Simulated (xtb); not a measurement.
**C3HF2 (SMILES C#C[C](F)F) at GFN0-xTB**

What is the electronic atomisation energy of C3HF2 at GFN0-xTB? 

Program for the calculation: xtb 6.7.1.

3 further runs of the same task are left out: 3 set aside as unsound or not needed.

### Step 1. Starting point

The species is C3HF2 (6 atoms), meant as a doublet with charge 0. As SMILES, `C#C[C](F)F`. The shape is that of a GFN2-xTB optimisation.

Bond lengths: C1–C2 1.218 Å, C2–C3 1.353 Å, C3–F4 1.329 Å, C3–F5 1.329 Å, C1–H6 1.048 Å. Angles: C1–C2–C3 179.6°, C2–C3–F4 124.3°, C2–C3–F5 124.3°, F4–C3–F5 111.4°, C2–C1–H6 179.7°.

### Step 2. Energy and forces at GFN0-xTB

coord

```
$coord angs
    -0.7870000     0.9857100     0.9239500  C
    -0.1777000     0.2155800     0.2037900  C
     0.5082400    -0.6351700    -0.5946000  C
     0.2215300    -1.9254700    -0.7364200  F
     1.5514600    -0.2854800    -1.3406100  F
    -1.3165200     1.6448400     1.5439000  H
$end
```

Run with:

```sh
$ xtb coord --gfn 0 -c 0 --uhf 1 --grad --parallel 1 > out.txt 2> xtb.err
```

Output:

```text
* xtb version 6.7.1
[...]
          :  # basis functions                  22          :
[...]
          :  # electrons                        27          :
[...]
 Zeroth order Hamiltonian       ...        0 min,  0.000 sec ( 20.927%)
[...]
         ::                     SUMMARY                     ::
         :::::::::::::::::::::::::::::::::::::::::::::::::::::
         :: total energy             -14.495110369563 Eh    ::
         :: gradient norm              0.035532376906 Eh/a0 ::
         :: HOMO-LUMO gap              2.716429416509 eV    ::
         ::.................................................::
         :: H0 energy                -14.613461642775 Eh    ::
         :: repulsion energy           0.195852731441 Eh    ::
         :: electrostat energy        -0.050648474812 Eh    ::
         :: -> Gsolv                   0.000000000000 Eh    ::
         ::    -> Gsasa                0.000000000000 Eh    ::
         ::    -> Gshift               0.000000000000 Eh    ::
         :: dispersion energy         -0.001108149522 Eh    ::
         :: short-range corr.         -0.025744833895 Eh    ::
         :: add. restraining           0.000000000000 Eh    ::
         :: total charge               0.000000000000 e     ::
         :::::::::::::::::::::::::::::::::::::::::::::::::::::
[...]
        14        1.0000           -0.3322792              -9.0418 (HOMO)
        15                         -0.2324522              -6.3253 (LUMO)
[...]
          | TOTAL ENERGY              -14.495110369563 Eh   |
          | GRADIENT NORM               0.035532376906 Eh/α |
          | HOMO-LUMO GAP               2.716429416509 eV   |
           -------------------------------------------------
[...]
```

Standard error:

```text
normal termination of xtb
```

Run time: 0.022 s. Hardware: 1 thread of Arm Neoverse V1, shared host.

### Step 3. The C atom: the energy at GFN0-xTB

in.coord

```
$coord angs
     0.0000000     0.0000000     0.0000000  C
$end
```

Run with:

```sh
$ xtb in.coord -u 2 --gfn 0 > in.out
```

Output:

```text
* xtb version 6.7.1
[...]
          :  # basis functions                   4          :
[...]
          :  # electrons                         4          :
[...]
 Zeroth order Hamiltonian       ...        0 min,  0.000 sec ( 30.685%)
[...]
         ::                     SUMMARY                     ::
         :::::::::::::::::::::::::::::::::::::::::::::::::::::
         :: total energy              -1.879860475670 Eh    ::
         :: gradient norm              0.000000000000 Eh/a0 ::
         :: HOMO-LUMO gap              0.000000000000 eV    ::
         ::.................................................::
         :: H0 energy                 -1.879860475670 Eh    ::
         :: repulsion energy           0.000000000000 Eh    ::
         :: electrostat energy         0.000000000000 Eh    ::
         :: -> Gsolv                   0.000000000000 Eh    ::
         ::    -> Gsasa                0.000000000000 Eh    ::
         ::    -> Gshift               0.000000000000 Eh    ::
         :: dispersion energy          0.000000000000 Eh    ::
         :: short-range corr.          0.000000000000 Eh    ::
         :: add. restraining           0.000000000000 Eh    ::
         :: total charge               0.000000000000 e     ::
         :::::::::::::::::::::::::::::::::::::::::::::::::::::
[...]
         3        0.6667           -0.3600528              -9.7975 (HOMO)
         4        0.6667           -0.3600528              -9.7975 (LUMO)
[...]
          | TOTAL ENERGY               -1.879860475670 Eh   |
          | GRADIENT NORM               0.000000000000 Eh/α |
          | HOMO-LUMO GAP               0.000000000000 eV   |
           -------------------------------------------------
[...]
```

Standard error:

```text
normal termination of xtb
```

It took 0.022 s on 1 thread of Arm Neoverse V1, shared host.

### Step 4. The F atom: a single-point energy at GFN0-xTB

.CHRG

```
0
```

.UHF

```
1
```

coord

```
$coord
      0.000000000000      0.000000000000      0.000000000000  f
$end
```

Run with:

```sh
$ xtb --scc --gfn0 -- coord | tee out.txt
```

Output:

```text
* xtb version 6.7.1
[...]
          :  # basis functions                   4          :
[...]
          :  # electrons                         7          :
[...]
 Zeroth order Hamiltonian       ...        0 min,  0.000 sec ( 29.081%)
[...]
         ::                     SUMMARY                     ::
         :::::::::::::::::::::::::::::::::::::::::::::::::::::
         :: total energy              -3.780996724521 Eh    ::
         :: gradient norm              0.000000000000 Eh/a0 ::
         :: HOMO-LUMO gap              0.000000000000 eV    ::
         ::.................................................::
         :: H0 energy                 -3.780996724521 Eh    ::
         :: repulsion energy           0.000000000000 Eh    ::
         :: electrostat energy         0.000000000000 Eh    ::
         :: -> Gsolv                   0.000000000000 Eh    ::
         ::    -> Gsasa                0.000000000000 Eh    ::
         ::    -> Gshift               0.000000000000 Eh    ::
         :: dispersion energy          0.000000000000 Eh    ::
         :: short-range corr.          0.000000000000 Eh    ::
         :: add. restraining           0.000000000000 Eh    ::
         :: total charge               0.000000000000 e     ::
         :::::::::::::::::::::::::::::::::::::::::::::::::::::
[...]
         4        1.6667           -0.4445449             -12.0967 (HOMO)
      -------------------------------------------------------------
[...]
          | TOTAL ENERGY               -3.780996724521 Eh   |
          | GRADIENT NORM               0.000000000000 Eh/α |
          | HOMO-LUMO GAP              12.096682900000 eV   |
           -------------------------------------------------
[...]
```

Standard error:

```text
normal termination of xtb
```

Run time: 0.018 s. Hardware: 1 thread of Arm Neoverse V1, shared host.

### Step 5. The H atom: the energy at GFN0-xTB

.CHRG is that of step 4.

.UHF is that of step 4.

coord

```
$coord angs
     0.0000000     0.0000000     0.0000000  H
$end
```

Run the same way, it converges to -0.43814 Eh (log not shown).

### Step 6. Summary of results

At GFN0-xTB:

| quantity | value |
| --- | --- |
| molecule: total energy | -14.49511 Eh |
| molecule: dipole moment | 0.07 D |
| molecule: HOMO energy (partly filled) | -9.04 eV |
| molecule: LUMO energy | -6.33 eV |
| molecule: dispersion energy | -2.91 kJ/mol |
| molecule: largest force on an atom | 0.998 eV/Å |
| molecule: mean polarisability (D4 model) | 35.8 bohr³ |
| C atom: total energy | -1.87986 Eh |
| C atom: dipole moment | 0.00 D |
| C atom: HOMO energy (partly filled) | -9.80 eV |
| C atom: LUMO energy | -9.80 eV |
| C atom: mean polarisability (D4 model) | 12.3 bohr³ |
| F atom: total energy | -3.78100 Eh |
| F atom: dipole moment | 0.00 D |
| F atom: HOMO energy (partly filled) | -12.10 eV |
| F atom: mean polarisability (D4 model) | 3.6 bohr³ |
| H atom: total energy | -0.43814 Eh |
| H atom: dipole moment | 0.00 D |
| H atom: HOMO energy (partly filled) | -11.92 eV |
| H atom: mean polarisability (D4 model) | 5.0 bohr³ |
| electronic atomisation energy | 23.277 eV |

In words: The method runs without spin polarisation, so open shells lack the exchange term that lowers high spin: such energies come out too high. The largest force (molecule) is 1.00 eV/Å: the shape isn't a stationary point for this species at this level. Taking the molecule apart into free atoms costs 23.28 eV (2246 kJ/mol), before zero-point energy and without spin-orbit coupling. Tight-binding and semi-empirical models aren't fitted to free atoms, so this value can be far from the true one.
